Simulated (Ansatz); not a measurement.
**CuGaSe2: a single-point run**

Aim: a sound single-point run of CuGaSe2. The structure is shown as the input types it. The cell is built on a prototype (ordering on rocksalt) and needn't be the phase found in nature.

Computed with Ansatz 0.2.0 (density functional or hybrid calculation with the settings of its input, plane waves, unless a step's input says otherwise).

6 further runs of the same task are left out: 2 for a known fault of the program, 4 that didn't finish.

**1. The starting structure**

The structure is trigonal, space group R-3m (No. 166). The conventional cell has a = 3.717 Å, b = 3.717 Å, c = 18.221 Å, α = 90.00°, β = 90.00°, γ = 120.00°. Cu (site symmetry -3m) has 6 Se at 2.61 Å as nearest neighbours. Ga (site symmetry -3m) has 6 Se at 2.64 Å as nearest neighbours. Se (site symmetry 3m) has 3 Cu at 2.61 Å and 3 Ga at 2.64 Å as nearest neighbours.

Structure file:

```xyz
4
Lattice="1.8586 1.0731 6.0736 -1.8586 1.0731 6.0736 0.0000 -2.1461 6.0736" Properties=species:S:1:pos:R:3 pbc="T T T"
Cu    1.8586    1.0731    6.0736
Ga    0.0000    0.0000    9.1104
Se    0.0000    0.0000    4.5799
Se    0.0000    0.0000   13.6410
```

**2. Input and run**

The input, input.yaml:

```yaml
crystal:
  lattice:
    - [1.858613338, 1.0730709111, 6.0736082042]
    - [-1.858613338, 1.0730709111, 6.0736082042]
    - [0.0, -2.1461418219, 6.0736082042]
  atoms:
    - { symbol: Cu, position: [1.0, 0.0, 0.0] }
    - { symbol: Ga, position: [0.5, 0.5, 0.5] }
    - { symbol: Se, position: [0.2513530216, 0.2513530216, 0.2513530216] }
    - { symbol: Se, position: [0.7486469784, 0.7486469784, 0.7486469784] }
kpoints:
  mp_grid: { grid: [6, 6, 6] }
hamiltonian:
  xc: r2scan
scf:
  occupations: { method: gaussian, width: 1.5 }
  n_extra_bands: 5
output:
  forces: true
  stress: true
  eigenvalues: true
```

Launch:

```bash
$ ansatz run input.yaml --threads 4 --pin off --max-ram 3686MiB --backend cpu --events-out ev --progress --plain --runs-dir out
```

Q: Will this input give a usable result? If not, why, and what should change?

This run ends as converged. Convergence says nothing about whether the input makes sense.

The suspect setting: scf.occupations.width is 1.5. The width is far wider than usual, so occupations near the Fermi level are blurred and the entropy term grows.

Run again and compare: set scf.occupations.width to 0.5.
